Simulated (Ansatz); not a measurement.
**TiNi: a phonon run**

Wanted: a converged phonon run for TiNi, and a check of what comes out. The structure is shown as the input types it.

Program: Ansatz 0.2.0. Level of theory: DFT, LDA, all-electron LAPW, scalar-relativistic; harmonic phonons by finite displacements. These are calculated values, not measurements.

## (1) The system as given

Symmetry: P4/mmm, No. 123, tetragonal system. The conventional cell has a = 2.689 Å, b = 2.689 Å, c = 3.403 Å, α = 90.00°, β = 90.00°, γ = 90.00°. Ti (site symmetry 4/mmm) is surrounded by 8 Ni at 2.55 Å and 4 Ti at 2.69 Å. Ni (site symmetry 4/mmm) is surrounded by 8 Ti at 2.55 Å and 4 Ni at 2.69 Å.

Coordinates:

```xyz
2
Lattice="2.6887 0.0000 0.0000 0.0000 2.6887 0.0000 0.0000 0.0000 3.4031" Properties=species:S:1:pos:R:3 pbc="T T T"
Ti    1.3443    1.3443    1.7016
Ni    0.0000    0.0000    0.0000
```

## (2) Input and run

Input file input.yaml:

```yaml
crystal:
  lattice:
    - [2.68866459083, 0.0, 0.0]
    - [0.0, 2.68866459083, 0.0]
    - [0.0, 0.0, 3.40311888816]
  atoms:
    - { symbol: Ti, position: [0.5, 0.5, 0.5] }
    - { symbol: Ni, position: [0.0, 0.0, 0.0] }
kpoints:
  mp_grid: { grid: [14, 14, 10] }
scf:
  occupations: { method: fermi_dirac, width: 0.05 }
hamiltonian:
  xc: lda
  pseudopotentials: { kind: all_electron, lapw: { basis_error: 0.001 } }
phonons:
  qmesh: [2, 2, 2]
  qpath:
    path:
      - [0.0, 0.0, 0.0]
      - [0.0, 0.5, 0.0]
      - [0.5, 0.5, 0.0]
      - [0.0, 0.0, 0.0]
      - [0.0, 0.0, 0.5]
      - [0.0, 0.5, 0.5]
      - [0.5, 0.5, 0.5]
      - [0.0, 0.0, 0.5]
      - [0.0, 0.5, 0.0]
    npoints: 6
  temperatures: { t_min: 0, t_max: 1000, t_step: 100 }
```

The run is started by

```sh
> ansatz run input.yaml --threads 2 --pin off --max-ram 6144MiB --backend cpu --events-out ev --progress --plain --runs-dir out
```

What happens when this is run?

The clock ran out. It gives no final result.

The size of the job: 2 atoms, 88 bands, 80 SCF cycles over all loops.

Remedy: restart with a longer limit.
